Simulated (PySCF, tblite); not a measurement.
**C3H11BrSi2: geometry, infrared bands and NMR shifts**

Aim: predict the infrared bands and NMR shifts of C3H11BrSi2 (`C[Si@H](Br)CC[SiH3]`).

Programs: tblite 0.8.0 and PySCF 2.14.0, with density-fitted response routines of our own. Each step states its level of theory. These are calculated values for one molecule in the gas phase, unless marked as measured. Atoms are numbered from 0 throughout.

### 1 The molecule as given

17 atoms, charge 0, multiplicity 1; geometry from: force field or distance geometry start.

Bonds of the start (Å): C0–Si1 1.88, Si1–Br2 2.22, Si1–C3 1.87, C3–C4 1.52, C4–Si5 1.86, C0–H6 1.11, C0–H7 1.11, C0–H8 1.09, Si1–H9 1.48, C3–H10 1.11, C3–H11 1.11, C4–H12 1.12, C4–H13 1.09, Si5–H14 1.47, Si5–H15 1.46, Si5–H16 1.49.

### 2 Relaxing the molecule with GFN2-xTB

Job settings and geometry (Å):

```
{"job": {"kind": "relax", "xc": "GFN2-xTB", "basis": "xTB"}, "charge": 0, "multiplicity": 1}
C     -2.660300    -0.756100     0.328900
Si    -1.515500     0.729800     0.286000
Br    -2.413800     2.259900    -1.040000
C      0.083600     0.112200    -0.455900
C      1.263700     0.308800     0.480800
Si     2.799000    -0.337500    -0.353900
H     -3.647700    -0.435400    -0.065300
H     -2.809600    -0.998900     1.404500
H     -2.225100    -1.548800    -0.272200
H     -1.324600     1.275900     1.647200
H      0.297500     0.672000    -1.395200
H      0.033600    -0.967500    -0.722000
H      1.419900     1.408800     0.595200
H      1.076000    -0.108300     1.465200
H      3.389800     0.664300    -1.246300
H      2.459100    -1.559400    -1.083900
H      3.767600    -0.707800     0.715800
```

Started as:

```sh
> OMP_NUM_THREADS=1 python probes_run.py task.json out
```

This one command runs all jobs of the session in turn.

**Question.** This job is followed by: GFN2-xTB harmonic vibrations, gas phase; GIAO PBE0/pcSseg-1 NMR shielding, non-relativistic, gas phase. Predict these results of the whole session: strongest single infrared mode (GFN2-xTB); zero-point energy (GFN2-xTB); 13C shifts against TMS (PBE0/pcSseg-1); 1H shifts against TMS (PBE0/pcSseg-1, means over atoms taken as alike); 29Si shifts against TMS (PBE0/pcSseg-1); 79Br shifts against HBr (PBE0/pcSseg-1).

As calculated:

| quantity | value |
| --- | --- |
| strongest single infrared mode (GFN2-xTB) | 790 cm⁻¹, 420 km/mol |
| zero-point energy (GFN2-xTB) | 78.6 kcal/mol |
| 13C shifts against TMS (PBE0/pcSseg-1) | 20.0, 4.0, 1.1 ppm |
| 1H shifts against TMS (PBE0/pcSseg-1, means over atoms taken as alike) | 5.34, 3.90, 1.22, 1.00, 0.65, 0.57, 0.56 ppm |
| 29Si shifts against TMS (PBE0/pcSseg-1) | 13.0, -65.1 ppm |
| 79Br shifts against HBr (PBE0/pcSseg-1) | -58 ppm |

**Reading.** The optimisation took 179 steps and gained 0.398 eV; among the close pairs (by a distance rule), C4–Si5 changed most, from 1.863 to 1.906 Å. All 45 modes are real, so the xTB geometry is a minimum. Unscaled tight-binding wavenumbers are off by several per cent, some by more. Its intensities can rank the bands wrongly. At PBE0/pcSseg-1: Shielding is most anisotropic at Br2 (span 321 ppm, paramagnetic term -445 ppm). Spin-orbit coupling is left out, which matters for shieldings and couplings at and beside the heavy atoms.
